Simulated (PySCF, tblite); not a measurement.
# C3H12GeNSi radical: geometry, infrared bands and EPR parameters

Wanted: the infrared bands and EPR parameters of C3H12GeNSi radical (`[CH2][Si](C)(C)[NH][GeH3]`), by calculation.

The runs use tblite 0.8.0 and PySCF 2.14.0, with density-fitted response routines of our own; the level of theory stands in each step. All values are computed, except where a source is named. Atoms count from 0, in the outputs and in this text.

### 1 The starting structure

18 atoms, charge 0, multiplicity 2; geometry from: force field or distance geometry start.

Bonds of the start (Å): C0–Si1 1.86, Si1–C2 1.86, Si1–C3 1.87, Si1–N4 1.81, N4–Ge5 1.87, C0–H6 1.12, C0–H7 1.12, C2–H8 1.11, C2–H9 1.12, C2–H10 1.10, C3–H11 1.12, C3–H12 1.10, C3–H13 1.11, N4–H14 1.05, Ge5–H15 1.56, Ge5–H16 1.55, Ge5–H17 1.55.

### 2 Relaxing the molecule with GFN2-xTB

The job: settings as JSON, then the geometry in Å.

```
{"job": {"kind": "relax", "xc": "GFN2-xTB", "basis": "xTB"}, "charge": 0, "multiplicity": 2}
C     -0.664100     1.259200    -1.258100
Si    -0.448400    -0.049000     0.041500
C     -2.016700    -0.204000     1.034000
C     -0.096800    -1.692700    -0.772200
N      0.885100     0.391400     1.179600
Ge     2.458800     0.585600     0.187900
H     -1.515700     0.984100    -1.923900
H     -0.885900     2.238400    -0.764900
H     -2.246400     0.768100     1.517100
H     -2.861900    -0.477400     0.354900
H     -1.910900    -0.985200     1.805900
H      0.115500    -2.462800     0.017400
H     -0.988900    -2.012900    -1.339900
H      0.779300    -1.608600    -1.446200
H      0.650400     1.344700     1.558300
H      3.570500     1.145700     1.129700
H      2.249900     1.579300    -0.979700
H      2.917200    -0.797500    -0.353000
```

The run is started by

```console
OMP_NUM_THREADS=1 python probes_run.py task.json out
```

The driver reads the jobs from task.json and runs them one after another.

**Question.** This job is followed by: GFN2-xTB harmonic vibrations, gas phase; UKS B3LYP, def2-TZVP-core on Ge, pcH-1 on C H N Si, non-relativistic, mean-field spin-orbit, GIAO. What will the session give for the following? strongest single infrared mode (GFN2-xTB); zero-point energy (GFN2-xTB); g(iso) (B3LYP); ⟨S²⟩; largest a(iso) (averaged by class); potential on the surface of density 0.002 e/bohr³, 1st and 99th percentile.

As calculated:

| quantity | value |
| --- | --- |
| strongest single infrared mode (GFN2-xTB) | 769 cm⁻¹, 478 km/mol |
| zero-point energy (GFN2-xTB) | 83.8 kcal/mol |
| g(iso) (B3LYP) | 2.00258 |
| ⟨S²⟩ | 0.753 (exact 0.75) |
| largest a(iso) (averaged by class) | 13C on C0, 78.8 MHz |
| potential on the surface of density 0.002 e/bohr³, 1st and 99th percentile | -0.76 V and 1.38 V |

In words: Relaxing lowered the energy by 0.769 eV in 110 steps; the close pair that moved most is Ge5–H15, from 1.561 to 1.497 Å. The lowest mode is slightly imaginary (20i cm⁻¹), a soft motion within the noise of the Hessian, so the minimum is not strictly shown. The strongest single mode, at 769 cm⁻¹, is spread over several atoms, H17, H15, H16 among them. Unscaled tight-binding wavenumbers are off by several per cent, some by more. Its intensities can rank the bands wrongly. C0 carries the largest spin population, 1.05 e. The isotropic g lies 0.3 ppt above the free-electron value. The hyperfine terms hold no scalar relativity, which the heavier nuclei need. These values are for one conformer; the search (at its own cheap level) found 1 more, at 0.08 kcal/mol, and measured spectra average over such forms.
